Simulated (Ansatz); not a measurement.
# Rb4TlSbCl12: the cost of one run

Method: DFT, PBE, plane-wave PAW, default files, scalar-relativistic, as far as a step names no other, in Ansatz 0.2.0.

### Step 1. Starting point

Symmetry: P4/mmm, No. 123, tetragonal system. Conventional cell: a = 7.500 Å, b = 7.500 Å, c = 10.386 Å, α = 90.00°, β = 90.00°, γ = 90.00°. Rb (site symmetry 2mm) has 8 Cl at 3.46 to 3.79 Å as nearest neighbours. Tl (site symmetry 4/mmm) has 6 Cl at 2.61 to 2.64 Å as nearest neighbours. Around Sb (site symmetry 4/mmm) lie 6 Cl at 2.42 to 2.43 Å. Cl (site symmetry 4mm) is surrounded by 1 Tl at 2.61 Å and 4 Rb at 3.77 Å. Cl (site symmetry 4mm) is surrounded by 1 Sb at 2.43 Å. Around Cl (site symmetry m2m) lie 1 Sb at 2.42 Å. Around Cl (site symmetry m2m) lie 1 Tl at 2.64 Å and 4 Rb at 3.46 Å.

Structure file:

```cif
data_structure
_symmetry_space_group_name_H-M 'P4/mmm'
_symmetry_Int_Tables_number 123
_cell_length_a 7.4995
_cell_length_b 7.4995
_cell_length_c 10.3862
_cell_angle_alpha 90.000
_cell_angle_beta 90.000
_cell_angle_gamma 90.000
_cell_volume 584.15
loop_
_atom_site_label
_atom_site_type_symbol
_atom_site_symmetry_multiplicity
_atom_site_Wyckoff_symbol
_atom_site_fract_x
_atom_site_fract_y
_atom_site_fract_z
_atom_site_occupancy
Rb1 Rb 4 i 0.50000 0.00000 0.78644 1
Tl1 Tl 1 a 0.00000 0.00000 0.00000 1
Sb1 Sb 1 d 0.50000 0.50000 0.50000 1
Cl1 Cl 2 g 0.00000 0.00000 0.74879 1
Cl2 Cl 2 h 0.50000 0.50000 0.26636 1
Cl3 Cl 4 k 0.72797 0.72797 0.50000 1
Cl4 Cl 4 j 0.24933 0.24933 0.00000 1
```

### Step 2. First run, atoms as given

Contents of input.yaml:

```yaml
crystal:
  lattice:
    - [7.499541, 0.0, 0.0]
    - [0.0, 7.499541, 0.0]
    - [0.0, 0.0, 10.386217]
  atoms:
    - { symbol: Rb, position: [0.5, 0.0, 0.786437] }
    - { symbol: Rb, position: [0.0, 0.5, 0.213563] }
    - { symbol: Rb, position: [0.5, 0.0, 0.213563] }
    - { symbol: Rb, position: [0.0, 0.5, 0.786437] }
    - { symbol: Tl, position: [0.0, 0.0, 0.0] }
    - { symbol: Sb, position: [0.5, 0.5, 0.5] }
    - { symbol: Cl, position: [0.0, 0.0, 0.748786] }
    - { symbol: Cl, position: [0.5, 0.5, 0.266358] }
    - { symbol: Cl, position: [0.727967, 0.727967, 0.5] }
    - { symbol: Cl, position: [0.24933, 0.24933, 0.0] }
    - { symbol: Cl, position: [0.727967, 0.272033, 0.5] }
    - { symbol: Cl, position: [0.24933, 0.75067, 0.0] }
    - { symbol: Cl, position: [0.0, 0.0, 0.251214] }
    - { symbol: Cl, position: [0.5, 0.5, 0.733642] }
    - { symbol: Cl, position: [0.272033, 0.272033, 0.5] }
    - { symbol: Cl, position: [0.75067, 0.75067, 0.0] }
    - { symbol: Cl, position: [0.272033, 0.727967, 0.5] }
    - { symbol: Cl, position: [0.75067, 0.24933, 0.0] }
kpoints:
  mp_grid: { grid: [4, 4, 3] }
scf:
  occupations: { method: fermi_dirac, width: 0.02 }
hamiltonian:
  xc: pbe
  pseudopotentials: { kind: paw }
output:
  forces: true
  stress: true
  populations: true
  efg:
    quadrupole_moments_barn: { Rb: 0.1335, Sb: -0.543, Cl: -0.08112 }
    contact_densities: true
  write_density: true
  write_potential: true
  elf: true
  volumetric_format: npy
```

Run with:

```sh
$ ansatz run input.yaml --threads 1 --pin off --max-ram 2560MiB --backend cpu --events-out ev --progress --plain --runs-dir out
```

What time and memory should one allow on 1 thread of Intel Xeon Platinum 8259CL at 2.50GHz (Skylake/Cascade Lake), shared host?

About 66 s, with a peak of 1.2 GiB.
